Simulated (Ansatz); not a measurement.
# Ga4Se3S: the cost of one run

Method: DFT PBE+D3(BJ), scalar-relativistic, plane waves, PAW, in Ansatz 0.2.0.

That is the level of the relaxation; later steps name their own.

### 1 Starting point

Symmetry: Pmn2_1, No. 31, orthorhombic system. The conventional cell has a = 3.708 Å, b = 6.422 Å, c = 15.773 Å, α = 90.00°, β = 90.00°, γ = 90.00°. Ga (site symmetry m) is surrounded by 1 Ga at 2.30 Å and 2 S at 2.46 Å and 1 Se at 2.46 Å. Ga (site symmetry m) is surrounded by 1 Ga at 2.30 Å and 2 Se at 2.46 Å and 1 S at 2.46 Å. Ga (site symmetry m) is surrounded by 1 Ga at 2.30 Å and 3 Se at 2.46 Å. S (site symmetry m) has 3 Ga at 2.46 Å as nearest neighbours. Se (site symmetry m) is surrounded by 3 Ga at 2.46 Å.

Coordinates:

```cif
data_structure
_symmetry_space_group_name_H-M 'P 1'
_symmetry_Int_Tables_number 1
_cell_length_a 7.4152
_cell_length_b 3.7076
_cell_length_c 15.7727
_cell_angle_alpha 90.000
_cell_angle_beta 90.000
_cell_angle_gamma 120.000
_cell_volume 375.54
loop_
_atom_site_label
_atom_site_type_symbol
_atom_site_fract_x
_atom_site_fract_y
_atom_site_fract_z
_atom_site_occupancy
Ga1 Ga 0.16667 0.66667 0.17700 1
Ga2 Ga 0.66667 0.66667 0.17700 1
Ga3 Ga 0.33333 0.33333 0.67700 1
Ga4 Ga 0.83333 0.33333 0.67700 1
Ga5 Ga 0.16667 0.66667 0.32300 1
Ga6 Ga 0.66667 0.66667 0.32300 1
Ga7 Ga 0.33333 0.33333 0.82300 1
Ga8 Ga 0.83333 0.33333 0.82300 1
S1 S 0.16667 0.66667 0.60000 1
Se1 Se 0.66667 0.66667 0.60000 1
S2 S 0.33333 0.33333 0.10000 1
Se2 Se 0.83333 0.33333 0.10000 1
Se3 Se 0.16667 0.66667 0.90000 1
Se4 Se 0.66667 0.66667 0.90000 1
Se5 Se 0.33333 0.33333 0.40000 1
Se6 Se 0.83333 0.33333 0.40000 1
```

(A quick probe on a coarse mesh, which set the mesh and smearing, is not shown.)

### 3 Coarse relaxation

Contents of input.yaml:

```yaml
crystal:
  lattice:
    - [7.41519872, 0.0, 0.0]
    - [-1.85379968, 3.21087523, 0.0]
    - [0.0, 0.0, 15.77265479]
  atoms:
    - { symbol: Ga, position: [0.16666667, 0.66666667, 0.177] }
    - { symbol: Ga, position: [0.66666667, 0.66666667, 0.177] }
    - { symbol: Ga, position: [0.33333333, 0.33333333, 0.677] }
    - { symbol: Ga, position: [0.83333333, 0.33333333, 0.677] }
    - { symbol: Ga, position: [0.16666667, 0.66666667, 0.323] }
    - { symbol: Ga, position: [0.66666667, 0.66666667, 0.323] }
    - { symbol: Ga, position: [0.33333333, 0.33333333, 0.823] }
    - { symbol: Ga, position: [0.83333333, 0.33333333, 0.823] }
    - { symbol: S, position: [0.16666667, 0.66666667, 0.6] }
    - { symbol: Se, position: [0.66666667, 0.66666667, 0.6] }
    - { symbol: S, position: [0.33333333, 0.33333333, 0.1] }
    - { symbol: Se, position: [0.83333333, 0.33333333, 0.1] }
    - { symbol: Se, position: [0.16666667, 0.66666667, 0.9] }
    - { symbol: Se, position: [0.66666667, 0.66666667, 0.9] }
    - { symbol: Se, position: [0.33333333, 0.33333333, 0.4] }
    - { symbol: Se, position: [0.83333333, 0.33333333, 0.4] }
basis:
  ecutwfc: 420
kpoints:
  mp_grid: { grid: [6, 6, 2] }
hamiltonian:
  xc: pbe
  dispersion: d3bj
scf:
  occupations: { method: gaussian, width: 0.1 }
output:
  forces: true
  stress: true
  eigenvalues: true
relax:
  adjacent_minimum: "off"
  f_tol: 0.05
  max_steps: 80
  cell: { stress_tol: 0.5 }
```

Started as:

```sh
$ ansatz run input.yaml --threads 4 --pin off --max-ram 10240MiB --backend cpu --events-out ev --progress --plain --runs-dir out
```

What time and memory should one allow on 4 threads of Intel Xeon Platinum 8488C (Sapphire Rapids), shared host?

About 3.6 min, with a peak of 2 GiB.
